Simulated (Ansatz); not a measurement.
# C₂H₆ClGaO: one species, many methods

Aim: compute C₂H₆ClGaO with functionals from several rungs and with coupled cluster, and see how far each lands from CCSD(T) at the basis-set limit for the atomisation energy.

Computed with Ansatz 0.2.0, Gaussian basis. Level: functionals in def2-TZVPP, the program's frozen cores in correlated methods.

Plan: LDA (SPW92), PBE-D4, revPBE-D4, BLYP-D4, r2SCAN-D4, B97M-V, PBE0-D4, B3LYP-D4, r2SCANh-D4, r2SCAN0-D4, HSE06-D4, BHLYP-D4, CAM-B3LYP-D4, LC-ωPBE, ωB97X-V, ωB97M-V, B2PLYP, PBE-QIDH; CCSD(T)/def2-SVP; CCSD(T)/def2-TZVPP; MP2/def2-QZVPP; extrapolation to the limit; RPA on PBE.

### 1 The relaxed structure

An earlier PBE0-D4 in a triple-zeta def2 set relaxation fixed the geometry.

SMILES `C[O][Ga]([CH3])[Cl]`, 11 atoms, charge 0, spin multiplicity 1.

Atoms are counted from 1 here; the program's logs count them from 0.

Bond lengths: C1–O2 1.404 Å, C1–H6 1.095 Å, C1–H7 1.095 Å, C1–H8 1.099 Å, O2–Ga3 1.776 Å, Ga3–C4 1.949 Å, Ga3–Cl5 2.139 Å, C4–H9 1.092 Å, C4–H10 1.089 Å, C4–H11 1.091 Å. Angles: O2–C1–H6 109.9°, O2–C1–H7 109.9°, O2–C1–H8 113.6°, H6–C1–H7 108.0°, H6–C1–H8 107.7°, H7–C1–H8 107.6°, C1–O2–Ga3 122.7°, O2–Ga3–C4 125.2°, O2–Ga3–Cl5 111.3°, C4–Ga3–Cl5 123.5°, Ga3–C4–H9 110.0°, Ga3–C4–H10 110.0°, Ga3–C4–H11 110.2°, H9–C4–H10 109.1°, H9–C4–H11 108.2°, H10–C4–H11 109.3°.

### 2 LDA

This LDA is Slater exchange with PW92 correlation.

Input file in.yaml:

```yaml
crystal:
  periodic: [false, false, false]
  atoms:
    - {symbol: C, position_ang: [-1.485007, -0.377025, -1.175353]}
    - {symbol: O, position_ang: [-1.521239, -0.028600, 0.184545]}
    - {symbol: Ga, position_ang: [-0.053490, 0.284072, 1.134593]}
    - {symbol: C, position_ang: [1.768872, 0.188750, 0.450492]}
    - {symbol: Cl, position_ang: [-0.528728, 0.789184, 3.157798]}
    - {symbol: H, position_ang: [-1.963758, -1.351078, -1.323301]}
    - {symbol: H, position_ang: [-2.036483, 0.363497, -1.764763]}
    - {symbol: H, position_ang: [-0.467682, -0.439583, -1.586570]}
    - {symbol: H, position_ang: [1.917452, 0.944964, -0.322756]}
    - {symbol: H, position_ang: [2.479729, 0.360251, 1.257884]}
    - {symbol: H, position_ang: [1.955535, -0.791431, 0.008132]}
basis:
  gaussian: {orbitals: def2-TZVPP}
hamiltonian: {xc: lda}
output: {orbitals: {seedname: orbitals}}
```

Started as:

```sh
$ ansatz run in.yaml --threads 4 --pin off --events-out ev --progress --plain --max-ram 10444MiB
```

After this run come: PBE-D4 (GGA); revPBE-D4 (GGA); BLYP-D4 (GGA); r2SCAN-D4 (meta-GGA); B97M-V (meta-GGA); B3LYP-D4 (hybrid); r2SCANh-D4 (hybrid); r2SCAN0-D4 (hybrid); HSE06-D4 (hybrid); BHLYP-D4 (hybrid); CAM-B3LYP-D4 (range-separated); LC-ωPBE (range-separated); ωB97X-V (range-separated); ωB97M-V (range-separated); B2PLYP (double hybrid); PBE-QIDH (double hybrid); CCSD(T) in def2-SVP; CCSD(T) in def2-TZVPP; MP2 in def2-QZVPP; RPA on PBE orbitals.

Q: Predict the results of all the runs planned. Wanted: atomisation energy, CCSD(T)/CBS; farthest beyond LDA; mean size of error, GGA; mean size of error, meta-GGA; mean size of error, hybrid; mean size of error, range-separated; mean size of error, double hybrid; gap, smallest and largest; T1 diagnostic.

As calculated:

| quantity | value |
| --- | --- |
| atomisation energy, CCSD(T)/CBS | 40.914 eV |
| functionals within 0.409 eV (1.0 %) | r2SCAN-D4, B97M-V, PBE0-D4, B3LYP-D4, r2SCANh-D4, HSE06-D4, CAM-B3LYP-D4, LC-ωPBE, ωB97X-V, ωB97M-V, PBE-QIDH |
| farthest beyond LDA | BHLYP-D4 (-1.405 eV) |
| mean size of error, GGA | 0.529 eV |
| mean size of error, meta-GGA | 0.063 eV |
| mean size of error, hybrid | 0.463 eV |
| mean size of error, range-separated | 0.121 eV |
| mean size of error, double hybrid | 0.410 eV |
| gap, smallest and largest | 4.98 eV (LDA (SPW92)), 12.32 eV (LC-ωPBE) |
| T1 diagnostic | 0.0127 |
| triples share of the correlation energy | 3.9 % |

**Reading.** The LDA atomisation energy is off by 5.610 eV (14 %): it overbinds. PBE-D4 is off by +0.467 eV. Double hybrids carry the basis error of their MP2 part in triple zeta, and no dispersion term here, so their miss is partly the set-up's. The rungs meta-GGA, range-separated miss on average by less than the doubt on the reference (0.409 eV), so they tie. The reference freezes the cores and leaves out relativity and excitations past (T), and its outer-core shells are covered unevenly, so misses under about 0.409 eV can't be ranked. Hartree-Fock recovers 73 % of the binding; the rest is correlation. CCSD(T) in def2-SVP is off by -2.081 eV, which most functionals beat. The gap grows from 5.0 to 12.3 eV across the functionals, mostly with the share of exact exchange. Correlated methods include outer-core shells of Ga, which these sets cover unevenly.
